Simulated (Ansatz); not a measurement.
**C2H2AlF: basis-set convergence**

An exercise on one series of results from a longer session: the logs are not shown, and one member is left open.

Program: Ansatz 0.2.0, Gaussian basis. Level of theory: one geometry, several basis sets. These are calculated values, not measurements.

Levels to be run: PBE0-D4/def2-SVP; ωB97M-V/def2-SVP; PBE0-D4/def2-QZVPP; ωB97M-V/def2-QZVPP; the functionals' def2-TZVPP values are taken from earlier runs.

**The geometry**

An earlier PBE0-D4 in a triple-zeta def2 set relaxation fixed the geometry.

SMILES `F[C]1=[CH][AlH]1`, 6 atoms, charge 0, spin multiplicity 1.

Atoms are counted from 1 here; the program's logs count them from 0.

Bond lengths: F1–C2 1.330 Å, C2–C3 1.357 Å, C2–Al4 1.853 Å, C3–Al4 1.867 Å, C3–H5 1.087 Å, Al4–H6 1.571 Å. Angles: F1–C2–C3 127.5°, F1–C2–Al4 163.4°, C3–C2–Al4 69.2°, C2–C3–Al4 68.0°, C2–C3–H5 129.3°, Al4–C3–H5 162.6°, C2–Al4–C3 42.8°, C2–Al4–H6 159.4°, C3–Al4–H6 157.8°.

The first run:

The input, in.yaml:

```yaml
crystal:
  periodic: [false, false, false]
  atoms:
    - {symbol: F, position_ang: [-0.062037, -1.970705, 0.877656]}
    - {symbol: C, position_ang: [-0.143186, -0.758847, 0.334568]}
    - {symbol: C, position_ang: [0.881163, 0.038909, -0.060452]}
    - {symbol: Al, position_ang: [-0.780465, 0.835425, -0.361422]}
    - {symbol: H, position_ang: [1.952021, -0.142046, -0.016215]}
    - {symbol: H, position_ang: [-1.805397, 1.933365, -0.820335]}
basis:
  gaussian: {orbitals: def2-SVP}
hamiltonian: {xc: pbe0, dispersion: d4}
output: {orbitals: {seedname: orbitals}}
```

The run is started by

```bash
$ ansatz run in.yaml --threads 2 --pin off --events-out ev --progress --plain --max-ram 4352MiB
```

Steps of the session up to this table: PBE0-D4 in def2-SVP; ωB97M-V in def2-SVP; PBE0-D4 in def2-QZVPP; ωB97M-V in def2-QZVPP.

One of the session's tables, all rows but one given; the rest of the session is left out.

It belongs to the step «Functionals by basis». 

| functional | basis | HOMO (eV) |
| --- | --- | --- |
| PBE0-D4 | def2-SVP | -7.28 |
| PBE0-D4 | def2-TZVPP | -7.35 |
| PBE0-D4 | def2-QZVPP | ? |
| ωB97M-V | def2-SVP | -9.46 |
| ωB97M-V | def2-TZVPP | -9.55 |
| ωB97M-V | def2-QZVPP | -9.58 |

Q: Estimate the row for PBE0-D4, def2-QZVPP from the others.

The run gave: HOMO (eV): -7.36. In the column «HOMO (eV)» it lies between ωB97M-V, def2-SVP (-9.46) and PBE0-D4, def2-TZVPP (-7.35).
